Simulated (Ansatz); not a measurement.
**GeCl+ (quintet): the correlation ladder, cc-pVDZ**

An exercise on one series of results from a longer session: the logs are not shown, and one member is left open.

Method: cc-pVDZ, core rule «outside noble gas», up to 19 orbitals frozen; program: Ansatz 0.2.0, Gaussian basis.

Plan: UHF; CCSD(T) on ROHF; CCSD(T) on UHF; BCCD(T) on ROHF; CISD; CCSDT(Q) on ROHF; CCSDT(Q) on UHF; CISDTQ; CCSDTQ on ROHF; CCSDTQ on UHF.

5 further runs of the same task are left out: 2 for a known fault of the program, 3 set aside as unsound or not needed.

### What is computed

The geometry is a PBE0/def2-TZVP stationary point (not a proven minimum) of the parent state, kept for this charge and spin. No spin-orbit coupling is included. The filled d shell of Ge may be among the frozen orbitals whatever the setting's name suggests; the logs give the count.

2 atoms, charge 1, spin multiplicity 5.

Atoms are counted from 1 here; the program's logs count them from 0.

Bond lengths: Ge1–Cl2 2.121 Å.

Set-up of the first run:

in.yaml reads:

```yaml
crystal:
  periodic: [false, false, false]
  atoms:
    - {symbol: Ge, position_ang: [0.000000, 0.000000, 0.000000]}
    - {symbol: Cl, position_ang: [0.000000, 0.000000, 2.120600]}
basis:
  gaussian: {orbitals: cc-pVDZ}
total_charge: 1
magnetization: {spin_polarized: true, initial_magnetization: 4}
hamiltonian: {xc: hf}
output: {orbitals: {seedname: orbitals}}
```

Command:

```console
> ansatz run in.yaml --threads 1 --pin off --events-out ev --progress --plain --max-ram 4096MiB --backend cpu
```

Among the steps run: UHF; CCSD(T) on ROHF; CCSD(T) on UHF; BCCD(T) on ROHF; CISD; CCSDT(Q) on ROHF; CCSDT(Q) on UHF; CISDTQ; CCSDTQ on ROHF; CCSDTQ on UHF.

One table of the session follows, with a row left open; its other results are not shown here.

```
   method  from UCCSDTQ (kJ/mol)
     ROHF                 +434.4
      UHF                      ?
     RMP2                  +72.8
     UMP2                  +71.6
    RCCSD                  +12.9
    UCCSD                  +10.0
 RCCSD(T)                   +4.8
 UCCSD(T)                   +2.2
  BCCD(T)                   +4.8
   RCCSDT                   +3.3
   UCCSDT                   +0.7
RCCSDT(Q)                   +2.6
UCCSDT(Q)                    0.0
  RCCSDTQ                   +2.6
  UCCSDTQ                      0
```

Estimate the missing values for UHF.

**Answer.** from UCCSDTQ (kJ/mol): +418.9. In the column «from UCCSDTQ (kJ/mol)» it lies between RMP2 (+72.8) and ROHF (+434.4).

To keep in mind: Restricted and unrestricted rows rest on different reference determinants; where their highest levels disagree by more than a few hundredths of an eV, they describe different states and don't form one ladder.
